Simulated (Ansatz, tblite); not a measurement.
# The cluster Ga5H13O14: which spin state is lowest

Is the singlet the ground state of the cluster Ga5H13O14? Other spin states are computed and compared level by level.

The runs use Ansatz 0.2.0, Gaussian basis; as each input shows.

Plan: triplet, at the geometry of the singlet (GFN1-xTB, GFN2-xTB, PBE0-D4/def2-TZVP, PBE-D4/def2-TZVP); the singlet's energies come from earlier runs.

## (1) The relaxed structure

The singlet was relaxed beforehand with PBE-D4/def2-SVP.

32 atoms, charge 0, spin multiplicity 1.

Bond lengths: Ga1–O9 1.840 Å, Ga1–O10 1.937 Å, Ga1–O16 1.911 Å, Ga1–O18 1.826 Å, Ga2–O6 2.116 Å, Ga2–O8 1.827 Å, Ga2–O13 1.951 Å, Ga2–O14 1.975 Å, Ga2–O16 1.991 Å, Ga3–O17 1.825 Å, Ga3–O18 1.775 Å, Ga3–O19 1.788 Å, Ga4–O10 1.920 Å, Ga4–O11 1.804 Å, Ga4–O14 1.916 Å, Ga4–O15 1.854 Å, Ga5–O6 1.922 Å, Ga5–O7 1.796 Å and more. Angles: O9–Ga1–O10 112.9°, O9–Ga1–O16 103.0°, O9–Ga1–O18 118.8°, O10–Ga1–O16 100.3°, O10–Ga1–O18 108.2°, O16–Ga1–O18 112.1°, O6–Ga2–O8 99.9°, O6–Ga2–O13 77.1°, O6–Ga2–O14 84.0°, O6–Ga2–O16 165.8°, O8–Ga2–O13 141.7°, O8–Ga2–O14 107.4°, O8–Ga2–O16 94.2°, O13–Ga2–O14 110.2°, O13–Ga2–O16 90.8°, O14–Ga2–O16 93.5°, O17–Ga3–O18 114.0°, O17–Ga3–O19 116.5° and more.

As a file:

```xyz
32

Ga    0.82991   -1.47503   -0.11612
Ga    0.75022    1.83403   -0.07198
Ga    0.96145   -3.90837    1.82128
Ga   -1.62852    0.07096    1.29718
Ga    0.33410    2.19387   -2.88139
O     0.07413    3.35816   -1.37486
O     0.59721    2.82308   -4.54302
O     0.94301    2.79857    1.46822
O     0.98286   -1.06926   -1.90473
O    -1.00991   -1.55466    0.48327
O    -3.39784   -0.06759    1.62314
O    -0.96792    0.84895   -2.75563
O     1.66722    1.41840   -1.74295
O    -1.12495    1.21908   -0.15121
O    -0.39954    0.50992    2.61420
O     1.39982    0.13561    0.73899
O    -0.84217   -3.67850    1.97720
O     1.70379   -2.94220    0.53107
O     1.71391   -5.09107    2.93163
H    -0.86204    3.55124   -1.17511
H     1.31522    3.48161   -4.56929
H     0.77241    3.74481    1.31360
H     0.13200   -0.73638   -2.28148
H    -1.18659   -2.37947    1.03791
H    -3.62547    0.39140    2.45185
H    -1.59023    0.79603   -3.50297
H     1.63756    0.39526   -1.85591
H    -1.35753    0.96066   -1.09483
H    -0.16456    1.46898    2.57851
H     0.94945    0.17486    1.65005
H    -1.28431   -4.12939    2.71793
H     2.67730   -5.14355    2.78539
```

## (2) Triplet at the fixed geometry, GFN1-xTB

Tight binding, by tblite at 300 K electronic temperature and without a spin-polarisation term:

```python
tblite.interface.Calculator('GFN1-xTB', numbers, positions, charge=0, uhf=2).singlepoint()
```

Energy -2169.1839 eV; 0.18 s.

## (3) Triplet at the fixed geometry, GFN2-xTB

Tight binding, by tblite at 300 K electronic temperature and without a spin-polarisation term:

```python
tblite.interface.Calculator('GFN2-xTB', numbers, positions, charge=0, uhf=2).singlepoint()
```

Energy -1906.1889 eV; 0.18 s.

## (4) Triplet at the fixed geometry, PBE0-D4/def2-TZVP

File in.yaml:

```yaml
crystal:
  periodic: [false, false, false]
  atoms:
    - {symbol: Ga, position_ang: [0.829909, -1.475028, -0.116121]}
    - {symbol: Ga, position_ang: [0.750220, 1.834031, -0.071977]}
    - {symbol: Ga, position_ang: [0.961450, -3.908366, 1.821284]}
    - {symbol: Ga, position_ang: [-1.628518, 0.070961, 1.297182]}
    - {symbol: Ga, position_ang: [0.334103, 2.193868, -2.881392]}
    - {symbol: O, position_ang: [0.074126, 3.358159, -1.374858]}
    - {symbol: O, position_ang: [0.597207, 2.823081, -4.543022]}
    - {symbol: O, position_ang: [0.943009, 2.798574, 1.468219]}
    - {symbol: O, position_ang: [0.982864, -1.069259, -1.904734]}
    - {symbol: O, position_ang: [-1.009905, -1.554662, 0.483266]}
    - {symbol: O, position_ang: [-3.397842, -0.067590, 1.623140]}
    - {symbol: O, position_ang: [-0.967923, 0.848953, -2.755627]}
    - {symbol: O, position_ang: [1.667220, 1.418401, -1.742949]}
    - {symbol: O, position_ang: [-1.124948, 1.219077, -0.151209]}
    - {symbol: O, position_ang: [-0.399542, 0.509925, 2.614200]}
    - {symbol: O, position_ang: [1.399824, 0.135606, 0.738990]}
    - {symbol: O, position_ang: [-0.842174, -3.678498, 1.977200]}
    - {symbol: O, position_ang: [1.703786, -2.942199, 0.531069]}
    - {symbol: O, position_ang: [1.713905, -5.091074, 2.931634]}
    - {symbol: H, position_ang: [-0.862041, 3.551238, -1.175105]}
    - {symbol: H, position_ang: [1.315223, 3.481608, -4.569286]}
    - {symbol: H, position_ang: [0.772415, 3.744806, 1.313603]}
    - {symbol: H, position_ang: [0.132003, -0.736382, -2.281479]}
    - {symbol: H, position_ang: [-1.186589, -2.379466, 1.037907]}
    - {symbol: H, position_ang: [-3.625474, 0.391400, 2.451850]}
    - {symbol: H, position_ang: [-1.590227, 0.796026, -3.502968]}
    - {symbol: H, position_ang: [1.637565, 0.395259, -1.855906]}
    - {symbol: H, position_ang: [-1.357532, 0.960663, -1.094828]}
    - {symbol: H, position_ang: [-0.164563, 1.468985, 2.578513]}
    - {symbol: H, position_ang: [0.949454, 0.174865, 1.650053]}
    - {symbol: H, position_ang: [-1.284307, -4.129395, 2.717932]}
    - {symbol: H, position_ang: [2.677300, -5.143548, 2.785385]}
basis:
  gaussian: {orbitals: def2-TZVP, fitting: {mean_field: def2-universal-jkfit}}
magnetization: {spin_polarized: true, initial_magnetization: 2}
hamiltonian: {xc: pbe0, dispersion: d4}
scf: {omitted_lower_state_checks: [starts]}
output: {orbitals: {seedname: orbitals}}
```

On the command line:

```bash
ansatz run in.yaml --threads 2 --pin off --events-out ev --progress --plain --max-ram 32768MiB --backend cuda --devices 0, --max-vram 18GiB
```

Output:

```text
Functional definition: PBE0
  name "PBE0"
  cite "Adamo & Barone, J. Chem. Phys. 110, 6158 (1999) doi:10.1063/1.478522"
  cite "Perdew, Burke & Ernzerhof, Phys. Rev. Lett. 77, 3865 (1996) doi:10.1103/PhysRevLett.77.3865"
  parent pbe
  parameter a = 0.25
  parameter kappa = 0.804
  parameter beta = 0.06672455060314922
  exchange = (1 - a)*pbe_x(kappa = kappa, mu = beta*pi^2/3) + a*exact_x
  correlation = pbe_c(beta = beta)
these checks for a lower state are left out or cut short: starts
2642 factors; integrals over basis functions are off by at most 8.8e-1 eV
mean field evaluation 1: about -290668.5085 eV, gradient 1.3e2 eV
mean field evaluation 2: about -290566.2269 eV, gradient 2.1e2 eV
mean field evaluation 4: about -290712.2942 eV, gradient 3.9e1 eV
mean field evaluation 8: about -290720.5857 eV, gradient 4.2e0 eV
mean field evaluation 16: about -290720.6915 eV, gradient 2.9e-2 eV
mean field evaluation 32: about -290720.6915 eV, gradient 3.3e-4 eV
mean field -290720.69151633 eV, -10683.7883556627 hartree, gradient 1.3e-5 eV, S^2 2.006648; 0 other end points of the search recorded, 0 dependent functions left out
reference -290720.69157796 eV, -10683.7883579278 hartree; 141, 139 occupied and 611, 613 virtual orbitals, 2642 factors
Total energy: -290721.98832782 eV, -10683.8360126061 hartree
Checks for a lower state left out: starts
```

It took 58 s on 1 × H100 (card shared with other runs) with 2 threads of AMD EPYC 7R13, shared host; peak host memory 1.4 GiB.

From the report: HOMO -3.63 eV, LUMO -7.02 eV (over both spins; with the spin held, an empty level of the minority spin lies below the top filled one); ⟨S²⟩ 2.007 (pure: 2.00).

## (5) Triplet at the fixed geometry, PBE-D4/def2-TZVP

start.molden holds the orbitals of an earlier run on this state, given as this run's starting guess.

Edit in.yaml of step 4 so:

```diff
@@ -36,5 +36,5 @@
 basis:
-  gaussian: {orbitals: def2-TZVP, fitting: {mean_field: def2-universal-jkfit}}
+  gaussian: {orbitals: def2-TZVP, fitting: {mean_field: def2-universal-jkfit}, initial_orbitals: start.molden}
 magnetization: {spin_polarized: true, initial_magnetization: 2}
-hamiltonian: {xc: pbe0, dispersion: d4}
+hamiltonian: {xc: pbe, dispersion: d4}
 scf: {omitted_lower_state_checks: [starts]}
```

Launched as before.

Output:

```text
Functional definition: PBE
  name "PBE"
  cite "Perdew, Burke & Ernzerhof, Phys. Rev. Lett. 77, 3865 (1996) doi:10.1103/PhysRevLett.77.3865"
  parent pbe
  parameter kappa = 0.804
  parameter beta = 0.06672455060314922
  exchange = pbe_x(kappa = kappa, mu = beta*pi^2/3)
  correlation = pbe_c(beta = beta)
these checks for a lower state are left out or cut short: starts
2642 factors; integrals over basis functions are off by at most 8.8e-1 eV
mean field evaluation 1: about -290715.4973 eV, gradient 1.8e1 eV
mean field evaluation 2: about -290716.4477 eV, gradient 1.6e0 eV
mean field evaluation 4: about -290716.7020 eV, gradient 5.8e-1 eV
mean field evaluation 8: about -290716.7257 eV, gradient 2.3e-2 eV
mean field evaluation 16: about -290716.7257 eV, gradient 6.6e-4 eV
mean field -290716.72569819 eV, -10683.6426145344 hartree, gradient 3.1e-6 eV, S^2 2.001979; 0 other end points of the search recorded, 0 dependent functions left out
reference -290716.72578368 eV, -10683.6426176761 hartree; 141, 139 occupied and 611, 613 virtual orbitals, 2642 factors
Total energy: -290718.20128077 eV, -10683.6968411939 hartree
Checks for a lower state left out: starts
```

Run time: 39 s. Hardware: 1 × H100 (card shared with other runs) with 2 threads of AMD EPYC 7R13, shared host; peak host memory 1.4 GiB.

Report: HOMO -2.63 eV, LUMO -7.24 eV (over both spins; with the spin held, an empty level of the minority spin lies below the top filled one); ⟨S²⟩ 2.002 (pure: 2.00).

## (6) Triplet less singlet, vertical

The singlet's energies are those of its earlier runs, whose logs aren't repeated here.

| level | triplet less singlet, vertical (eV) | time |
| --- | --- | --- |
| GFN1-xTB | +5.985 | 0.29 s |
| GFN2-xTB | +3.866 | 0.25 s |
| PBE-D4/def2-TZVP | +4.590 | 63 s |
| PBE0-D4/def2-TZVP | +5.417 | 82 s |

Times add the two runs; a level without a time comes out of a correlated run. Tight binding without a spin term can't rank spin states.

## (7) Outcome

| quantity | value |
| --- | --- |
| triplet less singlet, vertical, functionals in def2-TZVP | +4.590 (PBE-D4) to +5.417 eV (PBE0-D4) |

**Reading.** All functionals put the triplet above the singlet, over a spread of 0.827 eV. The checks for a lower triplet were left out, so another state of that spin may lie lower. These are electronic energies, without zero-point motion, entropy or surroundings.
